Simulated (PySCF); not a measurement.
# C₂H₆Hg: NMR shieldings, part 2 of 2

PySCF 2.14.0. Atoms count from 0. The steps go on from the part before.

## 6. NMR shieldings: PBE0/pcJ-1 Hg:dyall-v2z, non-relativistic

What the job is given:

```
{"job": {"xc": "PBE0", "basis": {"default": "pcJ-1", "Hg": "dyall-v2z"}, "rel": "nr", "kind": "hnmr"}, "charge": 0, "multiplicity": 1}
Hg     0.005350     0.010010    -0.000000
C     -0.003670    -0.016060     2.347580
H     -0.439520     0.903020     2.740640
H      1.011940    -0.107860     2.734260
H     -0.589000    -0.859010     2.717380
C      0.004100     0.017180    -2.347650
H     -1.017530     0.018790    -2.729330
H      0.513130    -0.867370    -2.732190
H      0.515200     0.901300    -2.730690
```

Level: PBE0/pcJ-1 Hg:dyall-v2z GIAO NMR shielding, non-relativistic, Gaussian nuclei, gas phase.

Standard output:

```text
non-relativistic SCF
coarse grid: 34032 points
cycle   1  E = -18488.9805520738  dE = -3.694e+03  |g| = 3.559e+01  |ddm| = 8.495e+00
cycle   2  E = -18488.5312919122  dE =  4.493e-01  |g| = 1.362e+01  |ddm| = 4.348e+00
cycle   3  E = -18489.1428477905  dE = -6.116e-01  |g| = 9.154e+00  |ddm| = 5.139e+00
cycle   4  E = -18491.7247654802  dE = -2.582e+00  |g| = 1.267e+00  |ddm| = 3.206e+00
cycle   5  E = -18491.8439894113  dE = -1.192e-01  |g| = 3.723e-01  |ddm| = 1.158e+00
cycle   6  E = -18491.8604527244  dE = -1.646e-02  |g| = 5.560e-02  |ddm| = 2.974e-01
cycle   7  E = -18491.8611845943  dE = -7.319e-04  |g| = 1.840e-02  |ddm| = 6.649e-02
cycle   8  E = -18491.8612627032  dE = -7.811e-05  |g| = 6.789e-04  |ddm| = 1.501e-02
cycle   9  E = -18491.8612627867  dE = -8.348e-08  |g| = 2.207e-04  |ddm| = 8.306e-04
final grid: 70064 points
cycle  10  E = -18491.8606763593  dE = -2.480e-07  |g| = 2.514e-03  |ddm| = 6.279e-04
cycle  11  E = -18491.8606763549  dE =  4.398e-09  |g| = 5.357e-04  |ddm| = 4.174e-04
cycle  12  E = -18491.8606763495  dE =  5.417e-09  |g| = 6.961e-04  |ddm| = 4.660e-04
cycle  13  E = -18491.8606763676  dE = -1.807e-08  |g| = 2.105e-05  |ddm| = 2.294e-04
cycle  14  E = -18491.8606763676  dE = -5.093e-11  |g| = 3.022e-06  |ddm| = 1.966e-05
converged SCF energy = -18491.8606763676
check of the scalar solution
cycle   1  E = -18491.8606763676  dE = -1.849e+04  |FDS-SDF| = 3.022e-06
cycle   2  E = -18491.8606763676  dE =  0.000e+00  |FDS-SDF| = 3.496e-06
converged, E = -18491.8606763676

Field gradients (au) and densities at the nuclei (bohr^-3)
atom        Vxx        Vyy        Vzz        centre      nuclear mean
  0 Hg     3.9791     3.9795    -7.9586     361897.680     359594.610
  1 C     -0.0063    -0.0068     0.0131        125.152        125.150
  2 H     -0.1506    -0.1642     0.3148          0.472          0.472
  3 H     -0.1505    -0.1641     0.3146          0.472          0.472
  4 H     -0.1503    -0.1639     0.3142          0.472          0.472
  5 C     -0.0065    -0.0066     0.0131        125.152        125.150
  6 H     -0.1505    -0.1641     0.3146          0.472          0.472
  7 H     -0.1505    -0.1641     0.3146          0.472          0.472
  8 H     -0.1504    -0.1641     0.3144          0.472          0.472

Core orbital energies (eV)
atom   shell        mean    spread
  0 Hg 1s       -75160.327   0.000
  0 Hg 2s       -12621.021   0.000
  0 Hg 3s        -2987.543   0.000
  0 Hg 4s         -649.412   0.000
  0 Hg 5s          -98.809   0.000
  0 Hg 2p       -12137.034   0.026
  0 Hg 3p        -2758.336   0.108
  0 Hg 4p         -549.506   0.199
  0 Hg 5p          -66.019   0.249
  0 Hg 3d        -2331.765   0.093
  0 Hg 4d         -365.778   0.198
  0 Hg 5d          -14.624   0.419
  0 Hg 4f         -117.576   0.211

Shielding tensors (ppm)
atom      isotropic    diamagn.    paramagn.     s11        s22        s33       span
  0 Hg     7207.07     9730.64    -2523.58    5962.27    5962.34    9696.59    3734.33
  1 C       193.58      246.86      -53.28     188.21     188.32     204.21      16.00
  2 H        31.75       28.94        2.81      25.44      28.62      41.19      15.75
  3 H        31.75       28.94        2.81      25.44      28.62      41.19      15.75
  4 H        31.75       28.95        2.80      25.43      28.64      41.17      15.73
  5 C       193.59      246.86      -53.28     188.26     188.29     204.21      15.95
  6 H        31.75       28.95        2.80      25.43      28.63      41.18      15.74
  7 H        31.75       28.95        2.80      25.43      28.64      41.18      15.74
  8 H        31.75       28.93        2.81      25.44      28.61      41.19      15.75
```

Run time: 54 s. Hardware: 1 thread of Intel Xeon 6975P-C, shared host; peak memory 1.3 GiB.

## 7. NMR shieldings: GIAO PBE0/pcJ-1 Hg:def2-TZVP, core potentials from Rb on, else non-relativistic

Settings changed since step 6:

```diff
@@ -1,2 +1,2 @@
-{"job": {"xc": "PBE0", "basis": {"default": "pcJ-1", "Hg": "dyall-v2z"}, "rel": "nr", "kind": "hnmr"}, "charge": 0, "multiplicity": 1}
+{"job": {"xc": "PBE0", "basis": {"default": "pcJ-1", "Hg": "def2-TZVP"}, "rel": "ecp", "pop": false, "kind": "hnmr"}, "charge": 0, "multiplicity": 1}
 Hg     0.005350     0.010010    -0.000000
```

Method: GIAO PBE0/pcJ-1 Hg:def2-TZVP NMR shielding, scalar-relativistic core potentials on the heavy atoms, no spin-orbit coupling, gas phase.

Standard output:

```text
coarse grid: 34032 points
cycle   1  E = -232.3047662742  dE = -1.797e+01  |g| = 2.135e+00  |ddm| = 1.003e+01
cycle   2  E = -217.7546796218  dE =  1.455e+01  |g| = 5.947e+00  |ddm| = 9.543e+00
cycle   3  E = -233.0144460030  dE = -1.526e+01  |g| = 7.704e-01  |ddm| = 8.802e+00
cycle   4  E = -233.1280192220  dE = -1.136e-01  |g| = 4.087e-01  |ddm| = 1.624e+00
cycle   5  E = -233.1698254041  dE = -4.181e-02  |g| = 6.154e-02  |ddm| = 3.451e-01
cycle   6  E = -233.1707515299  dE = -9.261e-04  |g| = 5.589e-03  |ddm| = 4.592e-02
cycle   7  E = -233.1707611508  dE = -9.621e-06  |g| = 1.659e-03  |ddm| = 9.376e-03
final grid: 70064 points
cycle   8  E = -233.1707539657  dE =  1.466e-07  |g| = 1.930e-03  |ddm| = 3.461e-03
cycle   9  E = -233.1707534018  dE =  5.638e-07  |g| = 2.537e-03  |ddm| = 3.929e-03
cycle  10  E = -233.1707545779  dE = -1.176e-06  |g| = 3.051e-04  |ddm| = 2.404e-03
cycle  11  E = -233.1707546023  dE = -2.434e-08  |g| = 4.876e-05  |ddm| = 2.937e-04
cycle  12  E = -233.1707546029  dE = -5.979e-10  |g| = 1.259e-05  |ddm| = 5.540e-05
converged SCF energy = -233.1707546029

GIAO shielding tensors (ppm)
atom      isotropic    diamagn.    paramagn.     s11        s22        s33       span
  0 Hg         nan         nan         nan        nan        nan        nan        nan
  1 C      170.533     247.870     -77.337    155.429    155.549    200.620     45.191
  2 H       30.809      29.110       1.699     25.550     28.006     38.871     13.321
  3 H       30.808      29.111       1.697     25.548     28.008     38.867     13.319
  4 H       30.806      29.125       1.681     25.549     28.021     38.849     13.300
  5 C      170.542     247.877     -77.334    155.488    155.523    200.616     45.128
  6 H       30.808      29.123       1.685     25.550     28.016     38.857     13.307
  7 H       30.808      29.124       1.684     25.549     28.018     38.857     13.308
  8 H       30.804      29.101       1.703     25.547     27.995     38.868     13.321
```

Run time: 8.5 s. Hardware: 1 thread of Intel Xeon 6975P-C, shared host; peak memory 1.2 GiB.

An atom whose core is replaced by a potential has no meaningful shielding, so its row holds no numbers.

## 8. Shieldings side by side

```csv
run,Hg0,C1,C5,H8,H2,H3,H6,time
"step 2, PBE0/pcJ-1 Hg:dyall-v2z, spin–orbit",12517.7,146.0,146.0,30.8,30.8,30.8,30.8,2.6 min
"step 3, PBE0/pcJ-1 Hg:dyall-v2z, spin–orbit (one-electron part alone)",12468.3,145.5,145.5,30.8,30.8,30.8,30.8,2.7 min
"step 4, PBE0/pcJ-1 Hg:dyall-v2z, spin-free",7473.9,170.5,170.6,30.8,30.8,30.8,30.8,52 s
"step 5, PBE0/pcJ-1 Hg:dyall-v2z, spin-free with spin-dependent field terms",12625.6,171.8,171.8,30.8,30.8,30.8,30.8,2.1 min
"step 6, PBE0/pcJ-1 Hg:dyall-v2z, non-relativistic",7207.1,193.6,193.6,31.7,31.8,31.7,31.7,54 s
"step 7, GIAO PBE0/pcJ-1 Hg:def2-TZVP, core potentials from Rb on, else non-relativistic",–,170.5,170.5,30.8,30.8,30.8,30.8,8.5 s
```

## 9. Results

What follows sums up all 2 parts.

```
                                                                                               quantity                   value
                          energy from spin-orbit coupling (step 2, PBE0/pcJ-1 Hg:dyall-v2z, spin–orbit)             -20.7435 Eh
                                               shieldings (step 2, PBE0/pcJ-1 Hg:dyall-v2z, spin–orbit)  C1 146.0, C5 146.0 ppm
energy from spin-orbit coupling (step 3, PBE0/pcJ-1 Hg:dyall-v2z, spin–orbit (one-electron part alone))             -21.9629 Eh
                     shieldings (step 3, PBE0/pcJ-1 Hg:dyall-v2z, spin–orbit (one-electron part alone))  C1 145.5, C5 145.5 ppm
                                                shieldings (step 4, PBE0/pcJ-1 Hg:dyall-v2z, spin-free)  C1 170.5, C5 170.6 ppm
                shieldings (step 5, PBE0/pcJ-1 Hg:dyall-v2z, spin-free with spin-dependent field terms)  C1 171.8, C5 171.8 ppm
                                         shieldings (step 6, PBE0/pcJ-1 Hg:dyall-v2z, non-relativistic)  C1 193.6, C5 193.6 ppm
   shieldings (step 7, GIAO PBE0/pcJ-1 Hg:def2-TZVP, core potentials from Rb on, else non-relativistic)  C1 170.5, C5 170.5 ppm
```

In step 2, Hg0 has the widest tensor, 5742 ppm. The steps not marked spin–orbit leave spin-orbit coupling out. Hg0 moves most between the runs, by 5419 ppm; the labels say what changes from run to run. The geometry comes from tight binding, which is rough for metal atoms, and these values hang on it.
